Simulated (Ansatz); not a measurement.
# F2H4OSSi: the cost of one run

Method: RHF/def2-mTZVP, in Ansatz 0.2.0.

### Step 1. The structure to begin with

Bond lengths: Si1–S2 2.522 Å, Si1–F3 1.594 Å, Si1–F4 1.611 Å, Si1–H5 1.432 Å, Si1–O7 2.069 Å, S2–H8 1.328 Å, O7–H9 0.958 Å. Angles: Si1–S2–H8 93.3°, S2–Si1–F3 113.1°, S2–Si1–F4 92.9°, S2–Si1–H5 113.7°, S2–Si1–O7 74.4°, F3–Si1–F4 95.9°, F3–Si1–H5 128.4°, F3–Si1–O7 86.2°, F4–Si1–H5 102.1°, F4–Si1–O7 166.9°, H5–Si1–O7 86.5°, Si1–O7–H9 115.8°.

Structure file:

```xyz
9

Si   -0.0929    0.9097   -0.0526
S     1.5654   -0.8941    0.5439
F    -0.1920    1.1753   -1.6215
F     0.9598    2.0918    0.2485
H    -1.0884    1.1320    0.9519
H    -0.0009   -1.4985   -0.0832
O    -1.0570   -0.8803   -0.4336
H     1.1477   -0.9697    1.8021
H    -1.2417   -1.0663   -1.3555
```

### Step 2. Pulling towards end A

Springs on the bonds that form and break draw the guess towards this end; the thresholds are loose.

input.yaml reads:

```yaml
crystal:
  periodic: [false, false, false]
  atoms:
    - { symbol: Si, position_ang: [-0.0929, 0.9097, -0.0526] }
    - { symbol: S, position_ang: [1.5654, -0.8941, 0.5439] }
    - { symbol: F, position_ang: [-0.192, 1.1753, -1.6215] }
    - { symbol: F, position_ang: [0.9598, 2.0918, 0.2485] }
    - { symbol: H, position_ang: [-1.0884, 1.132, 0.9519] }
    - { symbol: H, position_ang: [-0.0009, -1.4985, -0.0832] }
    - { symbol: O, position_ang: [-1.057, -0.8803, -0.4336] }
    - { symbol: H, position_ang: [1.1477, -0.9697, 1.8021] }
    - { symbol: H, position_ang: [-1.2417, -1.0663, -1.3555] }
basis:
  gaussian: { orbitals: def2-mTZVP }
hamiltonian:
  xc: hf
relax:
  f_tol: 0.15
  max_steps: 25
  restrain:
    - { distance: [0, 6], at: 3.07, k: 30.0 }
    - { distance: [5, 1], at: 2.66, k: 30.0 }
    - { distance: [0, 1], at: 2.16, k: 30.0 }
    - { distance: [5, 6], at: 0.97, k: 30.0 }
```

Started as:

```bash
$ ansatz run input.yaml --threads 2 --pin off --max-ram 3072MiB --backend cpu --events-out ev --progress --plain --runs-dir out
```

What time and memory should one allow on 2 threads of AMD EPYC 7B13 (Zen 3), shared host?

About 18 s, with a peak of 0.27 GiB.
